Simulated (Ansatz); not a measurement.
# Si₂H₅O₂ radical: one species, many methods

The task here is to estimate one member of a computed series from the others.

The runs use Ansatz 0.2.0, Gaussian basis; functionals in def2-TZVPP, the program's frozen cores in correlated methods.

Levels to be run: LDA (SPW92), PBE-D4, revPBE-D4, BLYP-D4, r2SCAN-D4, B97M-V, PBE0-D4, B3LYP-D4, r2SCANh-D4, r2SCAN0-D4, HSE06-D4, BHLYP-D4, CAM-B3LYP-D4, LC-ωPBE, ωB97X-V, ωB97M-V, B2PLYP, PBE-QIDH; CCSD(T)/def2-SVP; CCSD(T)/def2-TZVPP; MP2/def2-QZVPP; extrapolation to the limit; RPA on PBE.

**Structure used throughout**

An earlier PBE0-D4 in a triple-zeta def2 set relaxation fixed the geometry.

SMILES `O[Si](O)[SiH3]`, 9 atoms, charge 0, spin multiplicity 2.

Atoms are counted from 1 here; the program's logs count them from 0.

Bond lengths: O1–Si2 1.659 Å, O1–H5 0.959 Å, Si2–O3 1.645 Å, Si2–Si4 2.364 Å, O3–H6 0.960 Å, Si4–H7 1.489 Å, Si4–H8 1.487 Å, Si4–H9 1.490 Å. Angles: Si2–O1–H5 116.8°, O1–Si2–O3 105.6°, O1–Si2–Si4 113.7°, O3–Si2–Si4 106.6°, Si2–O3–H6 117.0°, Si2–Si4–H7 107.2°, Si2–Si4–H8 108.6°, Si2–Si4–H9 114.2°, H7–Si4–H8 108.5°, H7–Si4–H9 108.8°, H8–Si4–H9 109.3°.

Coordinates:

```
O    -1.12213    1.62244   -0.26744
Si    0.02406    0.53223   -0.76576
O     1.47320    1.27379   -0.52577
Si    0.06432   -1.45645    0.51211
H    -2.02029    1.47425   -0.56914
H     1.50624    2.22227   -0.67100
H    -1.26856   -2.10332    0.36257
H     1.09563   -2.36498   -0.05487
H     0.33614   -1.24653    1.96220
```

Set-up of the first run:

File in.yaml:

```yaml
crystal:
  periodic: [false, false, false]
  atoms:
    - {symbol: O, position_ang: [-1.122134, 1.622444, -0.267443]}
    - {symbol: Si, position_ang: [0.024057, 0.532226, -0.765759]}
    - {symbol: O, position_ang: [1.473202, 1.273789, -0.525774]}
    - {symbol: Si, position_ang: [0.064324, -1.456452, 0.512112]}
    - {symbol: H, position_ang: [-2.020295, 1.474247, -0.569142]}
    - {symbol: H, position_ang: [1.506237, 2.222275, -0.670995]}
    - {symbol: H, position_ang: [-1.268565, -2.103319, 0.362570]}
    - {symbol: H, position_ang: [1.095634, -2.364984, -0.054868]}
    - {symbol: H, position_ang: [0.336142, -1.246525, 1.962198]}
basis:
  gaussian: {orbitals: def2-TZVPP}
magnetization: {spin_polarized: true, initial_magnetization: 1}
hamiltonian: {xc: lda}
output: {orbitals: {seedname: orbitals}}
```

On the command line:

```console
> ansatz run in.yaml --threads 4 --pin off --events-out ev --progress --plain --max-ram 10444MiB
```

Among the steps run: LDA; PBE-D4 (GGA); revPBE-D4 (GGA); BLYP-D4 (GGA); r2SCAN-D4 (meta-GGA); B97M-V (meta-GGA); B3LYP-D4 (hybrid); r2SCANh-D4 (hybrid); r2SCAN0-D4 (hybrid); HSE06-D4 (hybrid); BHLYP-D4 (hybrid); CAM-B3LYP-D4 (range-separated); LC-ωPBE (range-separated); ωB97X-V (range-separated); ωB97M-V (range-separated); B2PLYP (double hybrid); PBE-QIDH (double hybrid).

One table of the session follows, with a row left open; its other results are not shown here.

It belongs to the step «Orbital energies across the functionals». 

| functional | HOMO (eV) | LUMO (eV) | gap (eV) |
| --- | --- | --- | --- |
| LDA (SPW92) | -4.24 | -3.25 | 0.99 |
| PBE-D4 | -4.26 | -2.85 | 1.41 |
| revPBE-D4 | -4.23 | -2.72 | 1.51 |
| BLYP-D4 | -4.07 | -2.87 | 1.20 |
| r2SCAN-D4 | -4.58 | -2.44 | 2.14 |
| B97M-V | -4.36 | -2.98 | 1.38 |
| PBE0-D4 | -5.38 | -1.97 | 3.42 |
| B3LYP-D4 | -5.12 | -2.36 | 2.77 |
| r2SCANh-D4 | -4.99 | -2.14 | 2.86 |
| r2SCAN0-D4 | ? | ? | ? |
| HSE06-D4 | -4.99 | -2.35 | 2.64 |
| BHLYP-D4 | -6.35 | -1.19 | 5.16 |
| CAM-B3LYP-D4 | -6.58 | -1.08 | 5.50 |
| LC-ωPBE | -7.95 | 0.30 | 8.24 |
| ωB97X-V | -7.47 | -0.19 | 7.28 |
| ωB97M-V | -7.09 | -0.39 | 6.69 |

Estimate the missing values for r2SCAN0-D4.

Worked estimate for «HOMO (eV)». Against the share of exact exchange, r2SCAN-D4 (0, -4.58), r2SCANh-D4 (0.1, -4.99) give a slope of -4.10 per unit share; at 0.25 the line stands at -5.60.

As computed: HOMO (eV): -5.62; LUMO (eV): -1.70; gap (eV): 3.93. In «HOMO (eV)» the line misses by +0.02.
